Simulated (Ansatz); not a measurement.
# NiMoIrPdW (P3m1) in Ansatz: settings compared

The runs below take NiMoIrPdW through relaxation of cell and atoms, with RPBE, PBE+D3(BJ)-ATM.

Everything below comes from runs of Ansatz 0.2.0. Logs are shortened: lines on timing, memory, paths and dates and some standing lists are left out, and cuts for length are marked.

### 1 The crystal as given

It takes space group P3m1 (No. 156, trigonal). The conventional cell has a = 4.117 Å, b = 4.117 Å, c = 5.446 Å, α = 90.00°, β = 90.00°, γ = 120.00°. Ni (site symmetry 3m) is surrounded by 3 Mo at 2.38 Å and 3 Ir at 2.69 Å. Around Mo (site symmetry 3m) lie 3 Ni at 2.38 Å and 3 Ir at 2.70 Å and 2 Pd at 2.72 to 2.73 Å. Around Pd (site symmetry 3m) lie 3 W at 2.68 Å and 2 Mo at 2.72 to 2.73 Å and 3 Ir at 2.77 Å. Ir (site symmetry 3m) is surrounded by 2 W at 2.66 to 2.78 Å and 3 Ni at 2.69 Å and 3 Mo at 2.70 Å and 3 Pd at 2.77 Å. Around W (site symmetry 3m) lie 2 Ir at 2.66 to 2.78 Å and 3 Pd at 2.68 Å and 3 Mo at 2.81 Å and 3 Ni at 2.82 Å.

The cell was built by a generator and needn't be a form met in nature.

### 2 Relaxation of cell and atoms, RPBE, collinear spin, ferromagnetic start

input.yaml

```yaml
crystal:
  lattice:
    - [4.11705, 0.0, 0.0]
    - [-2.05853, 3.56547, 0.0]
    - [0.0, 0.0, 5.4458]
  atoms:
    - { symbol: Ni, position: [0.0, 0.0, 0.95775], spin: 1.0 }
    - { symbol: Mo, position: [0.66667, 0.33333, 0.96161], spin: 1.0 }
    - { symbol: Pd, position: [0.66667, 0.33333, 0.46295] }
    - { symbol: Ir, position: [0.33333, 0.66667, 0.72572], spin: 0.6 }
    - { symbol: W, position: [0.33333, 0.66667, 0.23642] }
hamiltonian:
  xc: rpbe
  pseudopotentials: { kind: paw }
magnetization:
  spin_polarized: true
kpoints:
  mp_grid: { grid: [6, 6, 4] }
scf:
  occupations: { method: fermi_dirac, width: 0.05 }
output:
  forces: true
  stress: true
  eigenvalues: true
relax:
  f_tol: 0.01
  max_steps: 40
  cell: { stress_tol: 0.05 }
```

Potentials or basis: Ansatz PAW.

Started as:

```
$ ansatz run input.yaml --threads 8 --pin off --max-ram 20480MiB --backend cpu --events-out ev --progress --plain --runs-dir out
```

The program printed:

```text
Warning: the atoms were moved onto the symmetric positions of the space group found under crystal.symmetry.tolerance 1.0e-5 (fractional; no operation is sought that the atoms, as they stand in a round, miss by more than twice it, and no atom is moved by as much as it), and the run uses the moved positions. Before a round's move an operation carried an atom to 4.12e-5 Å from where it should land, the largest such distance. Atom 1 (counting from 0) moved farthest, by 2.38e-5 Å; the longest move in fractions of the cell, of whichever atom, is 0.47 of the tolerance, in 1 round. To run the atoms as typed, lower crystal.symmetry.tolerance until the operations that they miss are no longer found, or set crystal.symmetry.detect: false (a key that needs symmetry detection or time reversal refuses this as the deck is read). The positions used, in the order of the run's atom list: position: [0.0, 0.0, 0.95775]; position: [0.6666666666666666, 0.3333333333333333, 0.96161]; position: [0.6666666666666666, 0.3333333333333333, 0.46295]; position: [0.3333333333333333, 0.6666666666666666, 0.72572]; position: [0.3333333333333333, 0.6666666666666666, 0.23642]; The lattice was moved too: crystal.lattice keeps the space group found at crystal.symmetry.tolerance 1.0e-5 only nearly: the operation that it misses by the most changes a squared length by the fraction 2.80e-6. The run uses the lattice that is a stretch of the typed one, with no rotation, onto the one that keeps every operation to a double's rounding (on a very oblique basis the stretch itself rounds by more); the deck's lattice vector that moved farthest moved by 2.89e-6 Å. To run the lattice as typed, set crystal.symmetry.tolerance under 1.34e-6, the least fraction by which an operation that the lattice misses changes a squared length (the same key also sets how far an atom may lie from its image, so lowering it can lose operations that the atoms keep only within it), or set crystal.symmetry.detect: false, as for the atoms. crystal.lattice made exact, in Å and degrees: [[4.117050064288548, 2.8867513460320246e-6, 0.0], [-2.0585275321442738, 3.565468500950565, 0.0], [0.0, 0.0, 5.4458]]. Pasted over the deck's crystal.lattice, beside positions in fractional coordinates, it runs the same cell (given as lengths and angles, that cell in the form's own orientation, a rigid turn of the misfit's size from the one run here, for which a checkpoint.post_process_only pass over this run's state can be refused: where this run relaxes nothing, give such a pass this deck's own crystal.lattice, as typed; behind a relaxation, as crystal.lattice, the state's own cell, identity.cell in its checkpoint.json), and a matrix so pasted ends this notice, except on a very skew basis of the lattice, where the rounding of the pasted numbers themselves can read as a misfit: the cell is then moved again, and that move is told again. The lattice as run is in this notice's lattice.as_run_ang field (Run.prep()["deck_notices"] in Python, the deck_notice line of an events file, deck_notices of ansatz run --dry-run=json, or deck_notices in record.json in the deck's checkpoint.write directory).
Warning: RAYON_NUM_THREADS=8 ignored (pool sized by the plan → 8); use --threads N
Engine: ansatz 0.2.0, x86_64-unknown-linux-gnu
Pseudopotentials: kind: paw
Pseudopotential: Ni, paw, valence charge 18, recommended cutoff 420 eV (normal), Ni.paw.azcp
Pseudopotential: Mo, paw, valence charge 14, recommended cutoff 420 eV (normal), Mo.paw.azcp
Pseudopotential: Pd, paw, valence charge 18, recommended cutoff 420 eV (normal), Pd.paw.azcp
Pseudopotential: Ir, paw, valence charge 17, recommended cutoff 420 eV (normal), Ir.paw.azcp
Pseudopotential: W, paw, valence charge 14, recommended cutoff 420 eV (normal), W.paw.azcp
Functional definition: RPBE
  parameter kappa = 0.804
[... 204 lines left out ...]
       -0.000000      -0.000000      -0.014535
  P = ⅓ Tr σ = -0.0008 GPa (-0.008 kbar)
--- Band table (eV; the first three rows and the last of 48) ---
  k-point 0 ↑: bands = ["-85.1158", "-73.4654", "-66.4424", "-55.6338", "-45.5460", "-45.5460", "-45.2183", "-42.4170", "-32.1614", "-32.1614", "-32.1580", "-30.4571", "-30.3205", "-30.3205", "-19.8893", "-19.8109", "-19.8109", "-16.5557", "-16.5557", "-16.4736", "10.3786", "13.1249", "13.5367", "13.5367", "13.6703", "13.6703", "14.7651", "15.1335", "15.1814", "15.1814", "15.8915", "15.8915", "16.1015", "16.3390", "16.3390", "16.8843", "16.8843", "17.5770", "17.7437", "17.7437", "19.3395", "19.3395", "20.3300", "20.3300", "21.4855", "21.4855", "22.4305", "23.6316", "26.8438", "26.8868", "26.8868"]
  k-point 1 ↑: bands = ["-85.1158", "-73.4654", "-66.4424", "-55.6338", "-45.5460", "-45.5460", "-45.2183", "-42.4172", "-32.1614", "-32.1614", "-32.1570", "-30.4548", "-30.3205", "-30.3205", "-19.8971", "-19.8111", "-19.8111", "-16.5557", "-16.5557", "-16.4784", "10.7906", "13.5017", "13.6712", "13.6712", "13.7840", "13.9533", "13.9533", "14.8872", "14.8872", "15.2696", "15.4589", "15.4589", "16.4742", "16.4742", "16.4810", "17.0296", "17.0296", "17.6745", "17.8537", "17.8537", "18.9007", "18.9007", "20.6190", "20.6190", "20.8396", "21.3398", "21.3398", "24.1702", "27.0073", "27.4069", "27.4069"]
  k-point 2 ↑: bands = ["-85.1158", "-73.4654", "-66.4424", "-55.6338", "-45.5460", "-45.5460", "-45.2183", "-42.4174", "-32.1614", "-32.1614", "-32.1560", "-30.4526", "-30.3205", "-30.3205", "-19.9048", "-19.8112", "-19.8112", "-16.5557", "-16.5557", "-16.4833", "11.5171", "12.6459", "13.9941", "13.9941", "14.2435", "14.2435", "14.4105", "14.7059", "14.7059", "14.8129", "14.8272", "14.8272", "16.5123", "16.5123", "16.9830", "17.1140", "17.1140", "17.7263", "18.2071", "18.2071", "18.3827", "18.3827", "19.4425", "20.7966", "20.7966", "21.1966", "21.1966", "24.6999", "26.6849", "27.7571", "28.1733"]
  k-point 23 ↓: bands = ["-85.1158", "-73.4653", "-66.4423", "-55.6337", "-45.5519", "-45.5463", "-45.2183", "-42.4094", "-32.1641", "-32.1625", "-32.1579", "-30.4521", "-30.3221", "-30.3208", "-19.9093", "-19.8241", "-19.8202", "-16.5619", "-16.5565", "-16.4718", "13.3992", "13.9311", "13.9505", "14.5009", "14.6142", "14.6588", "14.7901", "14.8002", "14.9664", "14.9804", "15.5400", "15.7865", "16.3261", "16.4427", "16.5586", "16.5926", "16.6840", "16.8334", "17.4517", "17.6464", "18.0014", "18.2504", "19.1876", "19.6843", "20.2934", "20.6988", "21.2178", "21.4271", "21.9755", "22.5617", "24.0202"]
--- Relaxed structure (6 steps of the walk, 6 accepted, 1 SCFs on fresh bases) ---
  F+E_penalty+E_count = -40133.44835005 eV   max|allowed force component| = 9.423e-4 eV/Å   (the final SCF, on the basis selected at the relaxed cell)
  cell:  # Å, volume = 81.2953 Å³
    - [4.139777383986145, 2.9026870572084185e-6, 1.2111972557280258e-24]
    - [-2.069891205793803, 3.5851509292007595, -1.4959685271356659e-18]
    - [3.204205879905939e-24, -2.284899952687126e-18, 5.477479239739652]
  atoms:
    - { symbol: Ni, position: [3.8364628517776966e-20, 7.672935022041618e-20, 0.9563925381358702] }
    - { symbol: Mo, position: [0.6666666666666667, 0.3333333333333333, 0.9639905857175728] }
    - { symbol: Pd, position: [0.6666666666666667, 0.3333333333333333, 0.464069584024092] }
    - { symbol: Ir, position: [0.3333333333333333, 0.6666666666666665, 0.7250863320885419] }
    - { symbol: W, position: [0.3333333333333333, 0.6666666666666665, 0.23491096003392378] }
```

Run time: 9.3 s. Hardware: 8 threads of AMD EPYC 9R45 (Zen 5), shared host; peak memory 0.74 GiB.

Results:

- Free energy: -40133.4484 eV
- Relaxed volume: 16.26 Å³/atom
- Relaxed cell: a = 4.140 Å, b = 4.140 Å, c = 5.477 Å, α = 90.00°, β = 90.00°, γ = 120.00°
- Space group after relaxing (to 0.05 Å): P3m1 (No. 156)
- Energy gained by relaxing: 3.5 meV/atom
- Ionic steps: 7
- Pressure after relaxing: 0.0 GPa
- Band gap on the k mesh: none (metal or under the smearing width)
- Net moment: 0.00 μB per cell
- Absolute moment: 0.00 μB per cell

The path:
```tsv
step	energy change (eV)	largest force (eV/Å)	volume (Å³)
1	0.0000	0.2006	79.94
2	0.0004	0.0851	82.62
3	-0.0168	0.0128	81.32
4	-0.0168	0.0244	81.31
5	-0.0170	0.0033	81.29
6	-0.0170	0.0010	81.30
7	-0.0176	0.0009	81.30
```

Final structure:
```yaml
crystal:
  lattice:
    - [4.13978, 0.00000, 0.00000]
    - [-2.06989, 3.58515, 0.00000]
    - [0.00000, 0.00000, 5.47748]
  atoms:
    - { symbol: Ni, position: [0.00000, 0.00000, 0.95639] }
    - { symbol: Mo, position: [0.66667, 0.33333, 0.96399] }
    - { symbol: Pd, position: [0.66667, 0.33333, 0.46407] }
    - { symbol: Ir, position: [0.33333, 0.66667, 0.72509] }
    - { symbol: W, position: [0.33333, 0.66667, 0.23491] }
```

Caveat: the plane-wave basis is chosen anew once the cell has moved, so the energies of steps on either side of that aren't comparable; the PAW data sets come from PBE, with cores solved anew for the run's functional, which leaves a small shift of forces and pressure; the starting moments weren't kept. Spin-orbit coupling is left out, which matters for the levels of Ir, W.

### 3 Relaxation of cell and atoms, PBE+D3(BJ)-ATM, collinear spin, ferromagnetic start

Edit input.yaml of step 2 so:

```diff
@@ -12,4 +12,5 @@
 hamiltonian:
-  xc: rpbe
+  xc: pbe
   pseudopotentials: { kind: paw }
+  dispersion: d3bjatm
 magnetization:
@@ -24,2 +25,6 @@
   eigenvalues: true
+  write_density: true
+  write_potential: true
+  elf: true
+  volumetric_format: npy
 relax:
```

Potentials or basis: Ansatz PAW.

Started as:

```
$ ansatz run input.yaml --threads 8 --pin off --max-ram 20480MiB --backend cpu --events-out ev --progress --plain --runs-dir out
```

The program printed:

```text
[... 216 lines left out ...]
```

rho_z.tsv:

```text
# z_ang	rho[e/angstrom^3]	rho_spin[e/angstrom^3]
# format = ansatz-planar-average/11
# lattice	4.084325819	0.000002864	-0.000000000
# lattice	-2.042165389	3.537128484	0.000000000
# lattice	-0.000000000	0.000000000	5.416905644
# sites	5
# site	28	-0.000000000	0.000000000	5.179403572
# site	42	2.042162083	1.179044737	5.222244912
# site	46	2.042162083	1.179044737	2.516633604
# site	77	-0.000001653	2.358086611	3.919443279
# site	74	-0.000001653	2.358086611	1.278844712
0.000000	1.916945e0	-4.430557e-11
0.135423	1.367565e0	-5.437271e-11
0.270845	9.476270e-1	-4.504390e-11
0.406268	6.862640e-1	-2.667429e-11
0.541691	5.699443e-1	-2.099652e-12
0.677113	5.745521e-1	2.622061e-11
[... 32 lines left out ...]
5.146060	2.531370e0	-3.177385e-12
5.281483	2.409997e0	-1.374688e-11
```

Wall time 22 s (8 threads of Intel Xeon Platinum 8488C (Sapphire Rapids), shared host); peak memory 0.73 GiB.

Results:

```yaml
Free_energy: -40090.1351 eV
Relaxed_volume: 15.65 Å³/atom
Relaxed_cell: a = 4.084 Å, b = 4.084 Å, c = 5.417 Å, α = 90.00°, β = 90.00°, γ = 120.00°
Space_group_after_relaxing_to_0.05_Å: P3m1 (No. 156)
Energy_gained_by_relaxing: 5.4 meV/atom
Ionic_steps: 5
Pressure_after_relaxing: 0.0 GPa
Largest_force_after_relaxing: 0.004 eV/Å
Band_gap_on_the_k_mesh: none (metal or under the smearing width)
Net_moment: 0.00 μB per cell
Absolute_moment: 0.00 μB per cell
```

Forces in eV/Å, atoms in the order of the input:
```
Ni   0.000  0.000  0.001
Mo   0.000  0.000  0.004
Pd   0.000  0.000 -0.003
Ir   0.000  0.000 -0.001
W    0.000  0.000 -0.001
```

The path:
```csv
step,energy change (eV),largest force (eV/Å),volume (Å³)
1,0.0000,0.1747,79.94
2,-0.0274,0.0256,78.36
3,-0.0277,0.0093,78.25
4,-0.0278,0.0040,78.26
5,-0.0271,0.0041,78.26
```

Final structure:
```
Ni Mo Pd Ir W
1.0
     4.08433    0.00000    0.00000
    -2.04217    3.53713    0.00000
     0.00000    0.00000    5.41691
Ni Mo Pd Ir W
1 1 1 1 1
Cartesian
  0.0000 0.0000 5.1794
  2.0422 1.1790 5.2222
  2.0422 1.1790 2.5166
  0.0000 2.3581 3.9194
  0.0000 2.3581 1.2788
```

Caveat: the plane-wave basis is chosen anew once the cell has moved, so the energies of steps on either side of that aren't comparable; pairwise dispersion overbinds metals, which lowers pressure and volume; the starting moments weren't kept.
